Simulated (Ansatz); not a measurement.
**NHSe (singlet): the correlation ladder, cc-pVDZ**

How much of the correlation energy of NHSe (singlet) does each wave-function method recover here?

Computed with Ansatz 0.2.0, Gaussian basis. Level: cc-pVDZ, core rule «outside noble gas», up to 15 orbitals frozen.

To be run: UHF; CCSD(T) on RHF; CCSD(T) on UHF; BCCD(T) on RHF; CISD; CCSDT(Q) on RHF; CCSDT(Q) on UHF; CCSDTQ on RHF; CCSDTQ on UHF; CASSCF and MRCISD+Q, 12 electrons in 9 orbitals; CASSCF and NEVPT2, 12 electrons in 9 orbitals.

4 further runs of the same task are left out: 4 set aside as unsound or not needed.

**1. What is computed**

The geometry is a PBE0/def2-TZVP stationary point (not a proven minimum). No spin-orbit coupling is included. The filled d shell of Se may be among the frozen orbitals whatever the setting's name suggests; the logs give the count.

3 atoms, charge 0, spin multiplicity 1.

Atoms are counted from 1 here; the program's logs count them from 0.

Bond lengths: N1–Se2 1.648 Å, Se2–H3 1.540 Å. Angles: N1–Se2–H3 106.8°.

**2. UHF**

Input file in.yaml:

```yaml
crystal:
  periodic: [false, false, false]
  atoms:
    - {symbol: N, position_ang: [0.000000, 0.087442, 1.404202]}
    - {symbol: Se, position_ang: [0.000000, -0.033435, -0.238981]}
    - {symbol: H, position_ang: [0.000000, 1.404116, -0.792013]}
basis:
  gaussian: {orbitals: cc-pVDZ}
magnetization: {spin_polarized: true, initial_magnetization: 0}
hamiltonian: {xc: hf}
output: {orbitals: {seedname: orbitals}}
```

On the command line:

```
ansatz run in.yaml --threads 1 --pin off --events-out ev --progress --plain --max-ram 4096MiB --backend cpu
```

After this run come: CCSD(T) on RHF; CCSD(T) on UHF; BCCD(T) on RHF; CISD; CCSDT(Q) on RHF; CCSDT(Q) on UHF; CCSDTQ on RHF; CCSDTQ on UHF; CASSCF and MRCISD+Q, 12 electrons in 9 orbitals; CASSCF and NEVPT2, 12 electrons in 9 orbitals.

**Question.** What will the summary of the whole plan be? Wanted: RCCSDTQ below the RHF energy; RMP2 from RCCSDTQ; UMP2 from RCCSDTQ; RCCSD from RCCSDTQ; RCCSD(T) from RCCSDTQ; UCCSD(T) from RCCSDTQ; RCCSDT(Q) from RCCSDTQ; UCCSDT(Q) from RCCSDTQ; NEVPT2 valence from RCCSDTQ.

**Answer**, as computed:

| quantity | value |
| --- | --- |
| RCCSDTQ below the RHF energy | -8.5520 eV |
| RMP2 from RCCSDTQ | +1248.4 meV |
| UMP2 from RCCSDTQ | +1595.0 meV |
| RCCSD from RCCSDTQ | +429.1 meV |
| RCCSD(T) from RCCSDTQ | +57.5 meV |
| UCCSD(T) from RCCSDTQ | +94.4 meV |
| RCCSDT(Q) from RCCSDTQ | -9.8 meV |
| UCCSDT(Q) from RCCSDTQ | -22.5 meV |
| NEVPT2 valence from RCCSDTQ | +1139.5 meV |
| MRCISD+Q valence from RCCSDTQ | +35.0 meV |
| levels within 1 kcal/mol (43 meV) | RCCSDT, UCCSDT, RCCSDT(Q), UCCSDT(Q), UCCSDTQ, MRCISD+Q valence |
| T1 diagnostic | 0.046 |
| effectively unpaired electrons | 0.09 |

**Reading.** RCCSD(T) lands +57.5 meV from the yardstick (0.7 % of the correlation energy). CCSD(T) misses by +57.5 meV on the restricted determinant and by +94.4 meV on the unrestricted one; the two need not hold the same state or core. The occupations are near whole numbers, but T1 = 0.046 shows that the orbitals relax strongly. Of the multireference levels listed MRCISD+Q valence comes nearest in total energy (+35.0 meV), which doesn't show that its space is the better one. These misses are within one basis, not against nature.
